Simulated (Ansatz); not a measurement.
**InH₄− (triplet): the correlation ladder, def2-SVPD**

An exercise on one series of results from a longer session: the logs are not shown, and one member is left open.

Program: Ansatz 0.2.0, Gaussian basis. Level of theory: def2-SVPD, core rule «outside noble gas», up to 9 orbitals frozen. These are calculated values, not measurements.

The runs, in order: UHF; CCSD(T) on ROHF; CCSD(T) on UHF; BCCD(T) on ROHF; CISD as a restricted active space (open shells left free, so some higher excitations enter); CCSDT(Q) on ROHF; CCSDT(Q) on UHF; CASSCF and MRCISD+Q, 8 electrons in 8 orbitals; CASSCF and NEVPT4(SD), 8 electrons in 8 orbitals; CASSCF and NEVPT2, 8 electrons in 8 orbitals.

23 further runs of the same task are left out: 2 for a known fault of the program, 1 that didn't finish, 20 set aside as unsound or not needed. Runs told in other sessions of the task aren't counted.

### The system

The geometry is a PBE0/def2-TZVPD stationary point (not a proven minimum). No spin-orbit coupling is included. Elements past krypton take def2 core potentials.

5 atoms, charge -1, spin multiplicity 3.

Atoms are counted from 1 here; the program's logs count them from 0.

Bond lengths: In1–H2 1.786 Å, In1–H3 1.786 Å, In1–H4 1.786 Å, In1–H5 1.786 Å. Angles: H2–In1–H3 90.0°, H2–In1–H4 180.0°, H2–In1–H5 90.0°, H3–In1–H4 90.0°, H3–In1–H5 180.0°, H4–In1–H5 90.0°.

Set-up of the first run:

in.yaml reads:

```yaml
crystal:
  periodic: [false, false, false]
  atoms:
    - {symbol: In, position_ang: [0.000000, 0.000000, 0.000000]}
    - {symbol: H, position_ang: [1.263100, 0.000000, 1.263100]}
    - {symbol: H, position_ang: [-1.263100, 0.000000, 1.263100]}
    - {symbol: H, position_ang: [-1.263100, 0.000000, -1.263100]}
    - {symbol: H, position_ang: [1.263100, 0.000000, -1.263100]}
basis:
  gaussian: {orbitals: def2-SVPD}
total_charge: -1
magnetization: {spin_polarized: true, initial_magnetization: 2}
hamiltonian: {xc: hf}
output: {orbitals: {seedname: orbitals}}
```

Run with:

```console
$ ansatz run in.yaml --threads 1 --pin off --events-out ev --progress --plain --max-ram 2393MiB
```

Among the steps run: UHF; CCSD(T) on ROHF; CCSD(T) on UHF; BCCD(T) on ROHF; CISD as a restricted active space (open shells left free, so some higher excitations enter); CCSDT(Q) on ROHF; CCSDT(Q) on UHF; CASSCF and MRCISD+Q, 8 electrons in 8 orbitals; CASSCF and NEVPT4(SD), 8 electrons in 8 orbitals; CASSCF and NEVPT2, 8 electrons in 8 orbitals.

One of the session's tables, all rows but one given; the rest of the session is left out.

| method | from UCCSDT(Q) (kcal/mol) |
| --- | --- |
| ROHF | +97.37 |
| UHF | +91.78 |
| RMP2 | +23.67 |
| UMP2 | +24.50 |
| RCCSD | +4.13 |
| UCCSD | +3.82 |
| RCCSD(T) | +1.13 |
| UCCSD(T) | +0.98 |
| BCCD(T) | ? |
| RCCSDT | +0.32 |
| UCCSDT | +0.12 |
| RCCSDT(Q) | +0.20 |
| UCCSDT(Q) | 0 |
| CASSCF valence | +57.71 |
| NEVPT2 valence | +16.72 |
| NEVPT4(SD) valence | +2.24 |
| MRCISD valence | +3.86 |
| MRCISD+Q valence | +0.13 |

**Question.** Estimate the row for BCCD(T).

**Answer.** from UCCSDT(Q) (kcal/mol): +1.15. In the column «from UCCSDT(Q) (kcal/mol)» it lies between RCCSD(T) (+1.13) and NEVPT4(SD) valence (+2.24).

Not comparable, so not listed: CISD as a restricted active space (open shells left free, so some higher excitations enter) (they don't share determinant, frozen orbitals or solution with the rows shown, or repeat one).

Caveats from the session: Restricted and unrestricted rows rest on different reference determinants; a gap between their highest levels can come from leftover correlation error, from unlike frozen cores or from another state.
